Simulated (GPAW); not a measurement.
The system is MoSe.

```
Mo Se
1.0
     3.50023    0.00000    0.00000
     0.00000    3.50023    0.00000
     0.00000    0.00000    3.50023
Mo Se
1 1
Direct
  0.00000 0.00000 0.00000
  0.50000 0.50000 0.50000
```

The cell was built by a generator and needn't be a form met in nature.

Base run:

```yaml
Program: GPAW 26.7.0
Functional: LDA
Potentials_or_basis: the program's PAW data sets (release 1.2.1) made for this functional
Cutoff: 600 eV
Basis: pw
k_mesh: 8 × 8 × 8
Occupations: fermi-dirac, width 0.05 eV
Spin: no spin polarisation
Hubbard_terms: Mo d U = 5 eV
```

Its results: band gap on the k mesh 1.01 eV, indirect (least direct gap 1.81 eV); pressure -12.5 GPa.

Task: The run is repeated on the same cell with these changes: hubbard terms from Mo d U = 5 eV to Mo d U = 6 eV. What comes out?

Result: Band gap on the k mesh 0.97 eV, indirect (least direct gap 2.10 eV); pressure -10.3 GPa.

A k mesh can miss the band edges.

Not every run made on this cell is shown here.
